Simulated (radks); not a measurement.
**Valence configurations of Cr**

The task here is to estimate one member of a computed series from the others.

Program: radks (a radial shooting solver on a logarithmic mesh, Libxc functionals) version 1. Level of theory: scalar-relativistic Kohn-Sham, PBE, spin-unpolarised, spherical densities, point nucleus. These are calculated values, not measurements, unless marked.

### Starting point

```
element       : chromium (Z = 24)
charge        : 0
electrons     : 24
configuration : [Ar] 3d5 4s1
others tried  : 3d4 4s2; 3d4.5 4s1 4p0.5; 3d4 4s1 4p1; 3d5 4p1; 3d6; 3d4.5 4s1.5; 3d3 4s2 4p1; 3d3.5 4s2 4p0.5; 3d5 4s0.5 4p0.5
```

Outer shells as boxes (Hund's rule):

Cr
```
[Ar] core
3d [↑ ][↑ ][↑ ][↑ ][↑ ]
4s [↑ ]
```

The first run:

Input:

```text
Z 24
configuration [Ar] 3d5 4s1
relativity scalar-relativistic
functional pbe,pbe
spin unpolarised
nucleus point
c 137.035999084
```

Steps of the session up to this table: [Ar] 3d5 4s1.

One table of the session follows, with a row left open; its other results are not shown here.

It belongs to the step «[Ar] 3d5 4s1». From the orbitals of this run (lengths in bohr):

| level | <r> | outermost maximum (interpolated) | 90 % within | nodes |
| --- | --- | --- | --- | --- |
| 1s | 0.06355 | 0.0416 | 0.113 | 0 |
| 2s | 0.2931 | 0.243 | 0.455 | 1 |
| 2p | 0.2598 | 0.198 | 0.426 | 0 |
| 3s | 0.9019 | 0.777 | 1.35 | 2 |
| 3p | ? | ? | ? | ? |
| 4s | 3.436 | 2.75 | 5.29 | 3 |
| 3d | 1.517 | 0.840 | 2.81 | 0 |

Estimate the missing values for 3p.

The run gave: <r>: 0.9660; outermost maximum (interpolated): 0.798; 90 % within: 1.49; nodes: 1. In the column «<r>» it lies between 3s (0.9019) and 3d (1.517).
